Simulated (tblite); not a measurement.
# C7H10O2: the cost of one run

Computed with tblite 0.8.0 and PySCF 2.14.0, with density-fitted response routines of our own, on a single molecule in the gas phase. Atoms are numbered from 0 throughout.

### 1 Starting geometry

19 atoms, charge 0, multiplicity 1; geometry from: force field or distance geometry start.

Bonds of the start (Å): C0–C1 1.33, C1–C2 1.47, C1–C3 1.50, C3–C4 1.54, C4–C5 1.52, C5–C6 1.51, C6–O7 1.27, C6–O8 1.38, C5–C3 1.51, C0–H9 1.08, C0–H10 1.09, C2–H11 1.12, C2–H12 1.10, C2–H13 1.12, C3–H14 1.10, C4–H15 1.11, C4–H16 1.10, C5–H17 1.10, O8–H18 1.01.

### 2 Optimising the geometry with GFN2-xTB

What the job is given:

```
{"job": {"kind": "relax", "xc": "GFN2-xTB", "basis": "xTB"}, "charge": 0, "multiplicity": 1}
C     -2.331900    -0.767200     0.695500
C     -1.443600    -0.137900    -0.065500
C     -1.753100     1.001400    -0.944000
C     -0.022900    -0.615800    -0.010500
C      0.537200    -0.707700     1.416700
C      1.038900     0.357000     0.448200
C      2.449700     0.068100     0.010300
O      2.847100    -1.127200    -0.139300
O      3.298000     1.136000    -0.207200
H     -3.381500    -0.518600     0.750500
H     -1.987300    -1.594900     1.308200
H     -2.752000     0.809000    -1.403400
H     -0.989100     1.075800    -1.725900
H     -1.825500     1.956100    -0.360100
H      0.279900    -1.433700    -0.688000
H      1.218100    -1.538700     1.675700
H     -0.181900    -0.393700     2.182100
H      0.734100     1.401700     0.578300
H      4.255900     1.039500    -0.498700
```

Started as:

```bash
> OMP_NUM_THREADS=1 python probes_run.py task.json out
```

This one command runs all jobs of the session in turn.

Q: Estimate the wall time of this first job on 1 thread of Arm Neoverse V1, shared host.

About 1.5 s.
